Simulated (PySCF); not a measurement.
# Cl3GdH2O (Gd(Cl)3(H2O)): the cost of one run

Computed with PySCF 2.14.0. Level: PBE0, Gd lcecp-1-SVP with ECP53, Cl def2-SVP, O def2-SVP, H def2-SVP; scalar-relativistic core potentials, no spin–orbit coupling.

1 further run of the same task is left out (for a known fault of the program).

### 1 Starting geometry

7 atoms, charge 0, spin multiplicity 1.

Bond lengths: Gd1–Cl2 2.634 Å, Gd1–Cl3 2.634 Å, Gd1–Cl4 2.634 Å, Gd1–O5 2.473 Å, O5–H6 0.970 Å, O5–H7 0.970 Å. Angles: Cl2–Gd1–Cl3 109.5°, Cl2–Gd1–Cl4 109.5°, Cl2–Gd1–O5 109.5°, Cl3–Gd1–Cl4 109.5°, Cl3–Gd1–O5 109.5°, Cl4–Gd1–O5 109.5°, Gd1–O5–H6 127.5°, Gd1–O5–H7 127.5°, H6–O5–H7 105.1°.

As a file:

```
atom    x (Å)    y (Å)    z (Å)
 Gd1   0.0000   0.0000   0.0000
 Cl2   1.5209   1.5209   1.5209
 Cl3  -1.5209  -1.5209   1.5209
 Cl4   1.5209  -1.5209  -1.5209
  O5  -1.4275   1.4275  -1.4275
  H6  -1.7681   2.3126  -1.2237
  H7  -1.7681   1.2237  -2.3126
```

Formal oxidation states: Gd +3. Each metal's 7 4f electrons lie in its core potential, so multiplicities, spins and levels count the valence alone.

### 2 SCF at the start, singlet

Contents of run.py (the lines that set the calculation):

```python
mol = gto.M(atom='''
Gd     0.00000     0.00000     0.00000
Cl     1.52090     1.52090     1.52090
Cl    -1.52090    -1.52090     1.52090
Cl     1.52090    -1.52090    -1.52090
O     -1.42750     1.42750    -1.42750
H     -1.76810     2.31260    -1.22370
H     -1.76810     1.22370    -2.31260''',
    basis={'Gd': 'lcecp-1-SVP', 'Cl': 'def2-SVP', 'O': 'def2-SVP', 'H': 'def2-SVP'},
    ecp={'Gd': 'lcecp-1-SVP'},
    charge=0, spin=0)
mf = dft.RKS(mol, xc='PBE0')
mf.grids.atom_grid = (50, 194)  # f atoms: unpruned, at least (60, 302)
mf = mf.density_fit()  # fitting sets: Gd AutoAux, Cl def2-universal-JKFIT, O def2-universal-JKFIT, H def2-universal-JKFIT
mf.conv_tol = 1e-08; mf.max_cycle = 55
mf.kernel(dm0)  # dm0: free metal ions and neutral atoms
```

Launch:

```console
OMP_NUM_THREADS=2 python run.py
```

What time and memory should one allow on 2 threads of Intel Xeon Platinum 8259CL at 2.50GHz (Skylake/Cascade Lake), shared host?

About 4.9 s, with a peak of 0.58 GiB.
